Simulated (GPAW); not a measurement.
Runs of GPAW 26.7.0 on NiMoIrPdW. It takes space group P3m1 (No. 156, trigonal). Conventional cell: a = 4.117 Å, b = 4.117 Å, c = 5.446 Å, α = 90.00°, β = 90.00°, γ = 120.00°. Ni (site symmetry 3m) is surrounded by 3 Mo at 2.38 Å and 3 Ir at 2.69 Å. Mo (site symmetry 3m) has 3 Ni at 2.38 Å and 3 Ir at 2.70 Å and 2 Pd at 2.72 to 2.73 Å as nearest neighbours. Pd (site symmetry 3m) has 3 W at 2.68 Å and 2 Mo at 2.72 to 2.73 Å and 3 Ir at 2.77 Å as nearest neighbours. Ir (site symmetry 3m) is surrounded by 2 W at 2.66 to 2.78 Å and 3 Ni at 2.69 Å and 3 Mo at 2.70 Å and 3 Pd at 2.77 Å. W (site symmetry 3m) is surrounded by 2 Ir at 2.66 to 2.78 Å and 3 Pd at 2.68 Å and 3 Mo at 2.81 Å and 3 Ni at 2.82 Å. The cell was built by a generator and needn't be a form met in nature.

```tsv
task	level	potentials or basis	k mesh	ranks	band path	band points	mesh quality	gap on the mesh (eV)	pressure (GPa)	moment (μB)	largest force (eV/Å)
band structure	PBEsol	PAW data sets generated in the run's folder for this functional, pw	5 × 5 × 4	8	GMKGALHA,LM,KH	60	not flagged	-	-7.9	0.00	0.12
single point	PBE	GPAW PAW data sets (gpaw-data 1.2.1), pw	5 × 5 × 4	8	-	-	not flagged	none	0.1	0.00	0.19
band structure	RPBE	the program's PAW data sets (release 1.2.1) made for this functional, pw	5 × 5 × 4	8	GMKGALHA,LM,KH	60	not flagged	-	(b)	0.00	0.22
single point	PBE+D3(BJ)	GPAW PAW data sets (gpaw-data 1.2.1), pw	4 × 4 × 3	-	-	-	coarse	none	-5.8	0.00	0.17
band structure	PBE	GPAW PAW data sets (gpaw-data 1.2.1), pw	5 × 5 × 4	8	GMKGALHA,LM,KH	60	not flagged	-	0.1	0.00	0.19
electron localisation function	PBE	GPAW PAW data sets (gpaw-data 1.2.1), pw	8 × 8 × 5	8	-	-	not flagged	none	0.1	0.00	(a)
band structure	PW91	PAW data sets generated in the run's folder for this functional, pw	5 × 5 × 4	8	GMKGALHA,LM,KH	60	not flagged	-	0.0	0.00	0.20
band structure	r2SCAN	GPAW PAW data sets (gpaw-data 1.2.1), pw	5 × 5 × 4	8	GMKGALHA,LM,KH	60	not flagged	-	-3.6	0.00	0.23
```

Alike in all rows: spin collinear, ferromagnetic start; cell as given; cutoff (eV) 600; smearing fermi-dirac 0.05 eV.

Fill in the values left out.

(a) 0.05; (b) 4.2.

Caveats: some runs use coarse meshes; the stock nickel data set gives pressures a few GPa off other programs; spin-orbit coupling is left out, which moves the levels of the heavy elements (some runs); pairwise dispersion overbinds metals, which lowers pressure and volume (some runs); the PAW data sets were made with another functional, which shifts forces and pressure a little (some runs).

A k mesh can miss the band edges, and the runs leave out spin-orbit coupling on Ir, Mo, Pd, W.

A gap of «none» marks a metal or a gap under the smearing width.
